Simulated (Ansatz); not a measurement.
Crystal: MnSi.

```
Mn Si
1.0
     4.54800    0.00000    0.00000
     0.00000    4.54800    0.00000
     0.00000    0.00000    4.54800
Mn Si
4 4
Direct
  0.86200 0.63800 0.36200
  0.63800 0.36200 0.86200
  0.36200 0.86200 0.63800
  0.13800 0.13800 0.13800
  0.15400 0.34600 0.65400
  0.34600 0.65400 0.15400
  0.65400 0.15400 0.34600
  0.84600 0.84600 0.84600
```

```yaml
Program: Ansatz 0.2.0
Task: relaxation of cell and atoms
Functional: PBEsol
Potentials_or_basis: Ansatz PAW
Cutoff: "420 eV (not typed: the program's choice for these potentials)"
k_mesh: 6 × 6 × 6
Occupations: fermi-dirac, width 0.05 eV
Spin: collinear spin, ferromagnetic start
Starting_moments: "[4.0, 4.0, 4.0, 4.0, 0.0, 0.0, 0.0, 0.0] μB"
```

At the start: volume 11.76 Å³/atom.

**Question.** How do energy, volume and symmetry change on relaxing?

**Answer.** It ends after 5 steps and the volume is 11.16 Å³/atom (-5.1 %); space group P2_13 (No. 198, to 0.05 Å); moment 3.47 μB per cell.

Step by step:
| step | energy change (eV) | largest force (eV/Å) | volume (Å³) |
| --- | --- | --- | --- |
| 1 | 0.0000 | 0.2795 | 94.07 |
| 2 | -0.1536 | 0.1508 | 90.81 |
| 3 | -0.1745 | 0.0059 | 89.15 |
| 4 | -0.1746 | 0.0016 | 89.27 |
| 5 | -0.1736 | 0.0015 | 89.27 |

Final structure:
```yaml
crystal:
  lattice:
    - [4.46934, 0.00000, 0.00000]
    - [0.00000, 4.46934, 0.00000]
    - [0.00000, 0.00000, 4.46934]
  atoms:
    - { symbol: Mn, position: [0.86290, 0.63710, 0.36290] }
    - { symbol: Mn, position: [0.63710, 0.36290, 0.86290] }
    - { symbol: Mn, position: [0.36290, 0.86290, 0.63710] }
    - { symbol: Mn, position: [0.13710, 0.13710, 0.13710] }
    - { symbol: Si, position: [0.15460, 0.34540, 0.65460] }
    - { symbol: Si, position: [0.34540, 0.65460, 0.15460] }
    - { symbol: Si, position: [0.65460, 0.15460, 0.34540] }
    - { symbol: Si, position: [0.84540, 0.84540, 0.84540] }
```

Caveat: the plane-wave basis is chosen anew once the cell has moved, so the energies of steps on either side of that aren't comparable; the PAW data sets come from PBE, with cores solved anew for the run's functional, which leaves a small shift of forces and pressure.
